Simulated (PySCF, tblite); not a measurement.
# C5H7F3O: geometry, infrared bands, NMR shifts, spin-spin couplings and electronic excitations

What infrared bands, NMR shifts, spin-spin couplings and electronic excitations should C5H7F3O (`COC1(C(F)(F)F)CC1`) show?

Computed with tblite 0.8.0 and PySCF 2.14.0, with density-fitted response routines of our own, on a single molecule in the gas phase. Atoms are numbered from 0 throughout.

## Step 1: Starting geometry

16 atoms, charge 0, multiplicity 1; geometry from: force field or distance geometry start.

Bonds of the start (Å): C0–O1 1.38, O1–C2 1.35, C2–C3 1.53, C3–F4 1.40, C3–F5 1.37, C3–F6 1.38, C2–C7 1.49, C7–C8 1.50, C8–C2 1.53, C0–H9 1.11, C0–H10 1.12, C0–H11 1.10, C7–H12 1.11, C7–H13 1.09, C8–H14 1.08, C8–H15 1.13.

## Step 2: Relaxing the molecule with GFN2-xTB

Job settings and geometry (Å):

```
{"job": {"kind": "relax", "xc": "GFN2-xTB", "basis": "xTB"}, "charge": 0, "multiplicity": 1}
C      2.047800    -0.286200     0.181100
O      0.891400    -0.999400    -0.052500
C     -0.261800    -0.301100    -0.154800
C     -1.538300    -1.110100    -0.417900
F     -1.648800    -1.966800     0.685300
F     -2.647800    -0.305900    -0.506900
F     -1.463100    -1.789200    -1.614400
C     -0.179100     1.123200    -0.586800
C     -0.591400     0.833400     0.822100
H      1.931800     0.279400     1.132600
H      2.896000    -0.997800     0.352600
H      2.364800     0.349300    -0.662300
H     -0.982000     1.578800    -1.206300
H      0.781600     1.627600    -0.691700
H      0.073600     0.926800     1.673200
H     -1.682300     1.047100     1.035200
```

On the command line:

```
$ OMP_NUM_THREADS=1 python probes_run.py task.json out
```

One launch serves the whole session: the jobs run in the order shown.

**Question.** This job is followed by: GFN2-xTB harmonic vibrations, gas phase; PBE0-D3(BJ)/def2-SVP geometry optimisation, gas phase; GIAO PBE0/pcSseg-1 NMR shielding, non-relativistic, gas phase; B3LYP/pcJ-1 indirect spin-spin coupling, non-relativistic, gas phase; TDDFT B3LYP/def2-SVPD, vertical, gas phase, core orbitals frozen in the response; GIAO wB97X-D/pcSseg-1 NMR shielding, non-relativistic, gas phase. What will the session give for the following? strongest single infrared mode (GFN2-xTB); zero-point energy (GFN2-xTB); point group; rotational constants (main isotopes); 13C shifts against TMS (PBE0/pcSseg-1, means over atoms taken as alike); 1H shifts against TMS (PBE0/pcSseg-1, means over atoms taken as alike); 17O shifts against H2O (PBE0/pcSseg-1); 19F shifts against CFCl3 (PBE0/pcSseg-1, means over atoms taken as alike); surface potential, 1st and 99th percentile; largest coupling of the table (B3LYP/pcJ-1); lowest singlet (B3LYP/def2-SVPD); brightest single state of those computed; lowest triplet; vertical ionisation energy (ΔSCF); range of the shift of F4.

**Answer**, as computed:

| quantity | value |
| --- | --- |
| strongest single infrared mode (GFN2-xTB) | 1044 cm⁻¹, 273 km/mol |
| zero-point energy (GFN2-xTB) | 72.1 kcal/mol |
| point group | C1 |
| rotational constants (main isotopes) | 2.13, 1.64, 1.26 GHz |
| 13C shifts against TMS (PBE0/pcSseg-1, means over atoms taken as alike) | 131.2, 59.7, 57.5, 11.9 ppm |
| 1H shifts against TMS (PBE0/pcSseg-1, means over atoms taken as alike) | 3.33, 0.95, 0.88 ppm |
| 17O shifts against H2O (PBE0/pcSseg-1) | 23.3 ppm |
| 19F shifts against CFCl3 (PBE0/pcSseg-1, means over atoms taken as alike) | -85.8 ppm |
| surface potential, 1st and 99th percentile | -1.19 V and 1.01 V |
| largest coupling of the table (B3LYP/pcJ-1) | 1J(C,F) C3–F4, -344.5 Hz |
| lowest singlet (B3LYP/def2-SVPD) | 7.36 eV (168 nm), f = 0.006 |
| brightest single state of those computed | state 10, 8.91 eV, f = 0.036 |
| lowest triplet | 7.27 eV |
| vertical ionisation energy (ΔSCF) | 10.14 eV |
| range of the shift of F4 | -85.8 to -78.9 ppm |

In words: All 42 modes are real, so the xTB geometry is a minimum. The strongest single mode, at 1044 cm⁻¹, moves mainly C3. GFN2-xTB is a fitted tight-binding method: band positions and strengths are rough. Its intensities can rank the bands wrongly. Relaxing lowered the energy by 0.258 eV in 9 steps; the close pair that moved most is C7–H13, from 1.052 to 1.092 Å (PBE0/def2-SVP). No frequency check was run at this level, so the end point may be a saddle. H9, H10, H11 (mean) (hydrogen on a methyl carbon bonded to O) lies farthest downfield among hydrogen, at 3.33 ppm; its carbon carries O, an electronegative neighbour. In the run at B3LYP/pcJ-1, the largest coupling of the table is C3–F4 (mean over like pairs), -344.5 Hz, of which the Fermi-contact term gives -319.9 Hz. Couplings across rotatable bonds belong to this one conformer; where others are populated, the observed values are averages. Density functionals describe couplings to fluorine poorly, F–F couplings above all, so those rows are rough. Across the 2 runs the shift of F4 (with its like atoms) moves most, between -85.8 (PBE0/pcSseg-1) and -78.9 ppm (wB97X-D/pcSseg-1).
